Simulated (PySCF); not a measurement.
# C6H4S: a tour of settings

Which settings matter for C6H4S (`C=CC#CC=C=S`)?

The runs use PySCF 2.14.0, with density-fitted response routines of our own; the level of theory stands in each step. All values are computed, except where a source is named. Atoms count from 0, in the outputs and in this text.

## (1) Starting geometry

11 atoms, charge 0, multiplicity 1; geometry from: GFN2-xTB.

Bonds of the start (Å): C0–C1 1.33, C1–C2 1.40, C2–C3 1.21, C3–C4 1.40, C4–C5 1.31, C5–S6 1.55, C0–H7 1.08, C0–H8 1.08, C1–H9 1.08, C4–H10 1.08.

## (2) NMR shieldings: PBE0/pcSseg-1

What the job is given:

```
{"job": {"kind": "nmr", "xc": "PBE0", "basis": "pcSseg-1"}, "charge": 0, "multiplicity": 1}
C     -2.665117    -0.558548    -0.004659
C     -1.470239    -0.959897     0.422797
C     -0.284406    -0.232582     0.237172
C      0.743094     0.386077     0.081319
C      1.932560     1.106412    -0.100577
C      3.096691     0.687762     0.329173
S      4.481022     0.198708     0.835950
H     -3.547150    -1.152136     0.160821
H     -2.795443     0.372156    -0.530600
H     -1.353172    -1.898631     0.951338
H      1.867583     2.053349    -0.623767
```

Level: GIAO PBE0/pcSseg-1 NMR shielding, non-relativistic, gas phase.

Run with:

```
OMP_NUM_THREADS=1 python probes_run.py task.json out
```

One launch serves the whole session: the jobs run in the order shown.

Standard output:

```text
coarse grid: 10624 points
cycle   1  E = -628.5452513460  dE =  1.187e+00  |g| = 3.784e-01  |ddm| = 3.707e+00
cycle   2  E = -628.4991323541  dE =  4.612e-02  |g| = 5.487e-01  |ddm| = 9.870e-01
cycle   3  E = -628.5813035898  dE = -8.217e-02  |g| = 1.436e-01  |ddm| = 6.403e-01
cycle   4  E = -628.5857951099  dE = -4.492e-03  |g| = 6.527e-02  |ddm| = 1.597e-01
cycle   5  E = -628.5868513555  dE = -1.056e-03  |g| = 2.409e-02  |ddm| = 7.928e-02
cycle   6  E = -628.5870132369  dE = -1.619e-04  |g| = 4.442e-03  |ddm| = 2.562e-02
cycle   7  E = -628.5870183010  dE = -5.064e-06  |g| = 1.821e-03  |ddm| = 5.679e-03
final grid: 100488 points
cycle   8  E = -628.6329234137  dE = -4.735e-06  |g| = 1.039e-02  |ddm| = 6.037e-02
cycle   9  E = -628.6328428831  dE =  8.053e-05  |g| = 1.958e-02  |ddm| = 2.717e-02
cycle  10  E = -628.6329510015  dE = -1.081e-04  |g| = 2.618e-03  |ddm| = 1.942e-02
cycle  11  E = -628.6329528325  dE = -1.831e-06  |g| = 7.880e-04  |ddm| = 2.560e-03
cycle  12  E = -628.6329529914  dE = -1.589e-07  |g| = 1.599e-04  |ddm| = 6.632e-04
cycle  13  E = -628.6329529969  dE = -5.462e-09  |g| = 7.240e-05  |ddm| = 2.122e-04
cycle  14  E = -628.6329529982  dE = -1.351e-09  |g| = 1.707e-05  |ddm| = 7.581e-05
cycle  15  E = -628.6329529983  dE = -7.913e-11  |g| = 4.039e-06  |ddm| = 2.032e-05
converged SCF energy = -628.6329529983

GIAO shielding tensors (ppm)
atom      isotropic    diamagn.    paramagn.     s11        s22        s33       span
  0 C       53.589     254.490    -200.901    -66.929     61.977    165.718    232.647
  1 C       61.787     260.877    -199.090    -49.800     71.446    163.715    213.514
  2 C       68.694     255.578    -186.884     -2.724      3.141    205.665    208.389
  3 C      105.531     256.246    -150.715     44.352     47.961    224.280    179.928
  4 C      126.821     260.886    -134.065     42.017    152.769    185.678    143.661
  5 C     -105.184     265.834    -371.017   -184.216    -75.328    -56.007    128.209
  6 S       74.719    1056.625    -981.906   -371.749     59.022    536.885    908.635
  7 H       25.955      28.498      -2.543     22.951     25.736     29.179      6.227
  8 H       25.801      31.690      -5.889     22.073     25.296     30.036      7.963
  9 H       25.456      30.696      -5.241     22.905     25.741     27.721      4.816
 10 H       25.960      28.516      -2.556     22.574     25.812     29.494      6.920
```

Run time: 28 s. Hardware: 1 thread of Arm Neoverse N1, shared host; peak memory 0.7 GiB.

Shifts follow as δ = σ(reference) − σ, with reference shieldings (ppm) from runs at the same level and on the same kind of geometry: ¹H TMS 31.72, ¹³C TMS 186.9, ³³S CS2 504. The references are single molecules in the gas phase.

| atoms | environment | σ (ppm) | δ (ppm) | δ scaled to CDCl3 |
| --- | --- | --- | --- | --- |
| C5 | cumulene carbon | -105.2 | 292.1 | 278.8 |
| C0 | terminal =CH2 carbon | 53.6 | 133.3 | 128.2 |
| C1 | alkene CH | 61.8 | 125.1 | 120.2 |
| C2 | alkyne carbon | 68.7 | 118.2 | 113.5 |
| C3 | alkyne carbon | 105.5 | 81.4 | 77.5 |
| C4 | alkene CH | 126.8 | 60.1 | 56.7 |
| H9 | hydrogen on an alkene CH | 25.46 | 6.26 | 6.01 |
| H8 | hydrogen on a terminal =CH2 carbon | 25.80 | 5.92 | 5.68 |
| H7 | hydrogen on a terminal =CH2 carbon | 25.96 | 5.76 | 5.54 |
| H10 | hydrogen on an alkene CH | 25.96 | 5.76 | 5.53 |
| S6 | thione sulfur | 75 | 429 | – |

The scaled column applies a straight-line fit of computed shieldings to shifts measured in CDCl3, with any fitted terms for Cl, Br or S neighbours (root-mean-square error 0.16 ppm for H, 1.9 ppm for C).

Charges from the same density, by scheme (e):

| atoms | Mulliken | IAO | Hirshfeld | ESP fit |
| --- | --- | --- | --- | --- |
| C0 | -0.13 | -0.29 | -0.08 | -0.41 |
| C1 | -0.28 | -0.15 | -0.04 | -0.10 |
| C2 | 0.06 | -0.04 | -0.05 | -0.09 |
| C3 | 0.03 | -0.04 | -0.05 | 0.09 |
| C4 | -0.30 | -0.27 | -0.07 | -0.41 |
| C5 | -0.01 | -0.04 | 0.05 | 0.07 |
| S6 | 0.07 | 0.15 | 0.01 | 0.02 |

Mayer bond orders: C0–C1 1.90, C1–C2 1.19, C2–C3 2.21, C3–C4 1.25, C4–C5 1.66, C5–S6 1.99.

## (3) Excited states and response: PBE0/def2-SVPD

Settings changed since step 2:

```diff
@@ -1,2 +1,2 @@
-{"job": {"kind": "nmr", "xc": "PBE0", "basis": "pcSseg-1"}, "charge": 0, "multiplicity": 1}
+{"job": {"kind": "uv", "xc": "PBE0", "basis": "def2-SVPD", "nstates": 6, "ntriplets": 2}, "charge": 0, "multiplicity": 1}
 C     -2.665117    -0.558548    -0.004659
```

Level: TDDFT PBE0/def2-SVPD, vertical, gas phase, core orbitals frozen in the response.

Standard output:

```text
coarse grid: 10624 points
cycle   1  E = -628.2866336432  dE =  1.130e+00  |g| = 3.624e-01  |ddm| = 1.067e+01
cycle   2  E = -628.2403280013  dE =  4.631e-02  |g| = 5.332e-01  |ddm| = 2.906e+00
cycle   3  E = -628.3213877240  dE = -8.106e-02  |g| = 1.352e-01  |ddm| = 1.140e+00
cycle   4  E = -628.3254050210  dE = -4.017e-03  |g| = 6.423e-02  |ddm| = 3.446e-01
cycle   5  E = -628.3264485814  dE = -1.044e-03  |g| = 2.339e-02  |ddm| = 1.623e-01
cycle   6  E = -628.3266111247  dE = -1.625e-04  |g| = 4.520e-03  |ddm| = 8.941e-02
cycle   7  E = -628.3266166183  dE = -5.494e-06  |g| = 1.509e-03  |ddm| = 1.848e-02
final grid: 100488 points
cycle   8  E = -628.3991464033  dE = -2.746e-06  |g| = 1.005e-02  |ddm| = 1.387e-01
cycle   9  E = -628.3990601120  dE =  8.629e-05  |g| = 1.950e-02  |ddm| = 4.927e-02
cycle  10  E = -628.3991740109  dE = -1.139e-04  |g| = 2.671e-03  |ddm| = 3.353e-02
cycle  11  E = -628.3991760060  dE = -1.995e-06  |g| = 7.149e-04  |ddm| = 4.485e-03
cycle  12  E = -628.3991761392  dE = -1.332e-07  |g| = 1.454e-04  |ddm| = 1.345e-03
cycle  13  E = -628.3991761439  dE = -4.773e-09  |g| = 6.771e-05  |ddm| = 4.809e-04
cycle  14  E = -628.3991761451  dE = -1.204e-09  |g| = 1.363e-05  |ddm| = 1.806e-04
cycle  15  E = -628.3991761452  dE = -5.707e-11  |g| = 3.244e-06  |ddm| = 4.993e-05
converged SCF energy = -628.3991761452

Static polarisability (au): isotropic 115.222, principal 55.760 73.948 215.960

Singlet excitations
state   eV       nm        f      main configurations
  1   2.0944    592.0   0.00002   H->L 0.96
  2   4.2150    294.1   0.31205   H->L+1 0.52, H-1->L 0.46
  3   4.2265    293.3   0.00014   H-2->L 0.92
  4   4.4610    277.9   0.50180   H-1->L 0.54, H->L+1 0.42
  5   4.9513    250.4   0.00007   H-1->L+1 0.98
  6   5.4038    229.4   0.00030   H->L+3 0.84, H->L+4 0.08

Triplet excitations (Tamm-Dancoff, eV): 1.7877 2.6321
```

Wall time 36 s (1 thread of Arm Neoverse N1, shared host); peak memory 0.76 GiB.

The orbitals next to the gap, with their largest atomic shares:

| orbital | eV | atoms |
| --- | --- | --- |
| HOMO−3 | -9.63 | S6 55 %, C5 33 %, C4 7 % |
| HOMO−2 | -8.09 | S6 23 %, C1 16 %, C0 16 % |
| HOMO−1 | -8.00 | C3 40 %, C2 38 %, C4 6 % |
| HOMO | -6.14 | S6 22 %, C2 16 %, C4 13 % |
| LUMO | -2.58 | S6 42 %, C5 40 %, C4 10 % |
| LUMO+1 | -1.47 | C0 19 %, C5 16 %, S6 14 % |
| LUMO+2 | 0.45 | C1 18 %, C4 16 %, C0 15 % |

With each of the 6 states as a Gaussian band of 0.4 eV half-width at 1/e, the curve within the window shown has maxima at 283 nm (ε 30,000) L/(mol cm). Beyond the last state computed it falls off for lack of states. The curve at chosen wavelengths:

```
 nm  ε (L/mol/cm)
217             8
241          1244
266         19857
290         28575
315         11165
339          2105
364           223
388            19
413             1
437             0
462             0
486             0
511             0
535             1
560             1
584             1
609             1
633             1
658             1
682             1
707             0
731             0
756             0
780             0
805             0
829             0
```

Ground-state properties from the same run:

| property | computed |
| --- | --- |
| dipole moment (D) | 0.52 |
| polarisability (Å³) | 17.07 |
| HOMO–LUMO gap (eV) | 3.56 |
| −ε(HOMO) (eV) | 6.14 |

## (4) NMR shieldings: PBE0/6-31G in benzene

Settings changed since step 3:

```diff
@@ -1,2 +1,2 @@
-{"job": {"kind": "uv", "xc": "PBE0", "basis": "def2-SVPD", "nstates": 6, "ntriplets": 2}, "charge": 0, "multiplicity": 1}
+{"job": {"kind": "nmr", "xc": "PBE0", "basis": "6-31G", "solvent": "benzene", "pop": false, "grid": 1}, "charge": 0, "multiplicity": 1}
 C     -2.665117    -0.558548    -0.004659
```

Method: GIAO PBE0/6-31G NMR shielding, non-relativistic, IEF-PCM benzene.

Standard output:

```text
final grid: 47288 points
cycle   1  E = -628.5351619266  dE =  1.277e+00  |g| = 3.633e-01  |ddm| = 4.085e+00
cycle   2  E = -628.4708719537  dE =  6.429e-02  |g| = 6.101e-01  |ddm| = 1.236e+00
cycle   3  E = -628.5741920165  dE = -1.033e-01  |g| = 1.087e-01  |ddm| = 7.609e-01
cycle   4  E = -628.5768943639  dE = -2.702e-03  |g| = 5.132e-02  |ddm| = 1.740e-01
cycle   5  E = -628.5775960044  dE = -7.016e-04  |g| = 1.791e-02  |ddm| = 8.122e-02
cycle   6  E = -628.5776760864  dE = -8.008e-05  |g| = 4.755e-03  |ddm| = 2.654e-02
cycle   7  E = -628.5776834861  dE = -7.400e-06  |g| = 1.140e-03  |ddm| = 7.918e-03
cycle   8  E = -628.5776838319  dE = -3.458e-07  |g| = 2.687e-04  |ddm| = 1.686e-03
cycle   9  E = -628.5776838558  dE = -2.391e-08  |g| = 6.871e-05  |ddm| = 6.034e-04
cycle  10  E = -628.5776838568  dE = -9.809e-10  |g| = 4.773e-05  |ddm| = 1.346e-04
cycle  11  E = -628.5776838574  dE = -6.044e-10  |g| = 1.589e-05  |ddm| = 8.482e-05
converged SCF energy = -628.5776838574

GIAO shielding tensors (ppm)
atom      isotropic    diamagn.    paramagn.     s11        s22        s33       span
  0 C       76.297     254.808    -178.511    -31.590     79.468    181.012    212.602
  1 C       86.096     262.154    -176.058    -15.775     93.413    180.649    196.423
  2 C       94.870     271.383    -176.513     30.366     38.023    216.220    185.855
  3 C      127.230     269.376    -142.146     73.058     77.329    231.302    158.243
  4 C      145.132     270.554    -125.422     69.234    170.052    196.111    126.877
  5 C      -80.379     264.717    -345.096   -155.797    -52.829    -32.513    123.284
  6 S      188.816    1058.227    -869.411   -229.567    173.121    622.894    852.461
  7 H       27.015      28.240      -1.224     24.331     26.848     29.866      5.535
  8 H       26.831      31.680      -4.849     23.453     26.353     30.687      7.234
  9 H       26.488      29.722      -3.233     24.155     26.890     28.420      4.265
 10 H       27.435      28.493      -1.058     23.679     28.106     30.520      6.841
```

It took 7.5 s on 1 thread of Arm Neoverse N1, shared host; peak memory 0.51 GiB.

In short: σ C5 -80.4, C0 76.3, C1 86.1, C2 94.9, H9 26.49, H8 26.83 ppm.

## (5) Nuclear shieldings: HF/IGLO-II

Settings changed since step 4:

```diff
@@ -1,2 +1,2 @@
-{"job": {"kind": "nmr", "xc": "PBE0", "basis": "6-31G", "solvent": "benzene", "pop": false, "grid": 1}, "charge": 0, "multiplicity": 1}
+{"job": {"kind": "nmr", "xc": "HF", "basis": "IGLO-II", "pop": false, "scf": {"damp": 0.1}}, "charge": 0, "multiplicity": 1}
 C     -2.665117    -0.558548    -0.004659
```

With the program's defaults for keys left out, this is: GIAO HF/IGLO-II NMR shielding, non-relativistic, gas phase.

Standard output:

```text
damping 0.10 in the first 6 cycles
final grid: 100488 points
cycle   1  E = -626.8359543303  dE =  1.880e+00  |g| = 5.697e-01  |ddm| = 3.042e+00
cycle   2  E = -626.9199816884  dE = -8.403e-02  |g| = 3.382e-01  |ddm| = 7.010e-01
cycle   3  E = -626.9400693345  dE = -2.009e-02  |g| = 2.234e-01  |ddm| = 4.209e-01
cycle   4  E = -626.9473103721  dE = -7.241e-03  |g| = 1.627e-01  |ddm| = 2.785e-01
cycle   5  E = -626.9507012566  dE = -3.391e-03  |g| = 1.173e-01  |ddm| = 1.984e-01
cycle   6  E = -626.9512043195  dE = -5.031e-04  |g| = 1.114e-01  |ddm| = 1.583e-01
cycle   7  E = -626.9515883311  dE = -3.840e-04  |g| = 1.044e-01  |ddm| = 1.471e-01
cycle   8  E = -626.9543691250  dE = -2.781e-03  |g| = 4.198e-03  |ddm| = 7.045e-02
cycle   9  E = -626.9543785734  dE = -9.448e-06  |g| = 2.331e-03  |ddm| = 4.677e-03
cycle  10  E = -626.9543859542  dE = -7.381e-06  |g| = 7.078e-04  |ddm| = 7.320e-03
cycle  11  E = -626.9543868363  dE = -8.821e-07  |g| = 2.846e-04  |ddm| = 2.746e-03
cycle  12  E = -626.9543869284  dE = -9.204e-08  |g| = 1.270e-04  |ddm| = 7.601e-04
cycle  13  E = -626.9543869452  dE = -1.686e-08  |g| = 5.003e-05  |ddm| = 2.635e-04
cycle  14  E = -626.9543869495  dE = -4.302e-09  |g| = 2.156e-05  |ddm| = 1.537e-04
cycle  15  E = -626.9543869501  dE = -5.962e-10  |g| = 9.354e-06  |ddm| = 5.225e-05
converged SCF energy = -626.9543869501

GIAO shielding tensors (ppm)
atom      isotropic    diamagn.    paramagn.     s11        s22        s33       span
  0 C       62.230     250.923    -188.694    -70.840     82.812    174.716    245.556
  1 C       72.554     252.045    -179.491    -57.054     96.683    178.032    235.086
  2 C       90.286     267.241    -176.955     19.531     21.583    229.745    210.213
  3 C      121.557     265.827    -144.270     50.978     53.874    259.820    208.842
  4 C      135.703     253.827    -118.124     43.635    171.811    191.664    148.029
  5 C      -96.628     256.849    -353.477   -191.358    -84.875    -13.651    177.707
  6 S      117.905    1058.846    -940.941   -351.219     94.748    610.187    961.405
  7 H       26.830      29.587      -2.757     23.554     26.274     30.662      7.107
  8 H       26.597      32.163      -5.566     22.684     25.717     31.390      8.705
  9 H       26.368      30.335      -3.967     23.491     26.515     29.098      5.607
 10 H       26.670      28.107      -1.437     23.263     26.664     30.082      6.820
```

It took 17 s on 1 thread of Arm Neoverse N1, shared host; peak memory 0.84 GiB.

In short: δ C5 292.6, C0 133.7, C1 123.4, C2 105.7, H9 6.17, H8 5.94 ppm.

## (6) Excited states and response: PBE0/6-31G

Settings changed since step 5:

```diff
@@ -1,2 +1,2 @@
-{"job": {"kind": "nmr", "xc": "HF", "basis": "IGLO-II", "pop": false, "scf": {"damp": 0.1}}, "charge": 0, "multiplicity": 1}
+{"job": {"kind": "uv", "xc": "PBE0", "basis": "6-31G", "nstates": 6, "ntriplets": 2, "tda": false, "grid": 0, "scf": {"max_cycle": 57}}, "charge": 0, "multiplicity": 1}
 C     -2.665117    -0.558548    -0.004659
```

Method: TDDFT PBE0/6-31G, vertical, gas phase, core orbitals frozen in the response.

Standard output:

```text
final grid: 10624 points
cycle   1  E = -628.6008126696  dE =  1.283e+00  |g| = 3.743e-01  |ddm| = 4.090e+00
cycle   2  E = -628.5192196057  dE =  8.159e-02  |g| = 6.576e-01  |ddm| = 1.323e+00
cycle   3  E = -628.6412094065  dE = -1.220e-01  |g| = 1.286e-01  |ddm| = 8.699e-01
cycle   4  E = -628.6447870225  dE = -3.578e-03  |g| = 6.315e-02  |ddm| = 2.072e-01
cycle   5  E = -628.6458699928  dE = -1.083e-03  |g| = 1.914e-02  |ddm| = 1.008e-01
cycle   6  E = -628.6459667002  dE = -9.671e-05  |g| = 4.617e-03  |ddm| = 3.071e-02
cycle   7  E = -628.6459739670  dE = -7.267e-06  |g| = 1.593e-03  |ddm| = 8.473e-03
cycle   8  E = -628.6459746490  dE = -6.820e-07  |g| = 3.517e-04  |ddm| = 2.240e-03
cycle   9  E = -628.6459746867  dE = -3.777e-08  |g| = 1.271e-04  |ddm| = 8.302e-04
cycle  10  E = -628.6459746908  dE = -4.122e-09  |g| = 6.099e-05  |ddm| = 2.106e-04
cycle  11  E = -628.6459746919  dE = -1.076e-09  |g| = 1.606e-05  |ddm| = 1.135e-04
cycle  12  E = -628.6459746920  dE = -7.208e-11  |g| = 4.275e-06  |ddm| = 2.534e-05
converged SCF energy = -628.6459746920

Static polarisability (au): isotropic 92.045, principal 25.216 56.429 194.491

Singlet excitations
state   eV       nm        f      main configurations
  1   2.1429    578.6   0.00004   H->L 0.96
  2   4.3255    286.6   0.00003   H-2->L 0.93
  3   4.3884    282.5   0.09093   H-1->L 0.78, H->L+1 0.21
  4   4.6805    264.9   0.73976   H->L+1 0.73, H-1->L 0.21
  5   5.1875    239.0   0.00004   H-1->L+1 0.98
  6   5.8380    212.4   0.00008   H->L+3 0.96

Triplet excitations (Tamm-Dancoff, eV): 1.8361 2.7567
```

It took 7.6 s on 1 thread of Arm Neoverse N1, shared host; peak memory 0.51 GiB.

The run ended normally, but its values are not to be used for the molecule: grid level 0 is too coarse. Its HOMO lies at -5.92 eV, against -6.14 eV in step 3 (PBE0/def2-SVPD), a different level, so the two don't compare directly.

## (7) Comparing the runs: NMR shifts

Isotropic shieldings (ppm) of some atoms, chosen among heavy atoms and hydrogens apart, with basis size and wall time:

| run | C5 | C0 | C1 | C2 | H7 | H10 | S6 | functions | time |
| --- | --- | --- | --- | --- | --- | --- | --- | --- | --- |
| PBE0/pcSseg-1 | -105.2 | 53.6 | 61.8 | 68.7 | 25.96 | 25.96 | 75 | 146 | 28 s |
| PBE0/6-31G in benzene | -80.4 | 76.3 | 86.1 | 94.9 | 27.02 | 27.43 | 189 | 75 | 7.5 s |
| HF/IGLO-II | -96.6 | 62.2 | 72.6 | 90.3 | 26.83 | 26.67 | 118 | 191 | 17 s |

## (8) Results

```
                                quantity                                            value
  ¹³C shifts against TMS (PBE0/pcSseg-1)       292.1, 133.3, 125.1, 118.2, 81.4, 60.1 ppm
   ¹H shifts against TMS (PBE0/pcSseg-1)                       6.26, 5.92, 5.76, 5.76 ppm
  ³³S shifts against CS2 (PBE0/pcSseg-1)                                          429 ppm
         lowest singlet (PBE0/def2-SVPD)                      2.09 eV (592 nm), f = 0.000
brightest single state of those computed                      state 4, 4.46 eV, f = 0.502
                          lowest triplet                                          1.79 eV
            range of the shielding of S6                                    75 to 189 ppm
           property runs in this session  5, of which 0 failed and 1 gave unsound results
```

**Reading.** Single values in the summary come from the first run of each kind that ended normally (PBE0/pcSseg-1; PBE0/def2-SVPD), which need not be the best level. At PBE0/pcSseg-1: The largest span, 909 ppm, is at S6, where the paramagnetic term is -982 ppm. The first singlet state (HOMO→LUMO 0.96) lies at 2.09 eV and is dark; of the 6 states computed, the strongest absorption comes from state 4 at 4.46 eV. The lowest triplet lies 0.31 eV below the lowest singlet (triplets in Tamm-Dancoff, singlets in full TDDFT). Across the 3 runs the shielding of S6 moves most, between 75 (PBE0/pcSseg-1) and 189 ppm (PBE0/6-31G in benzene).
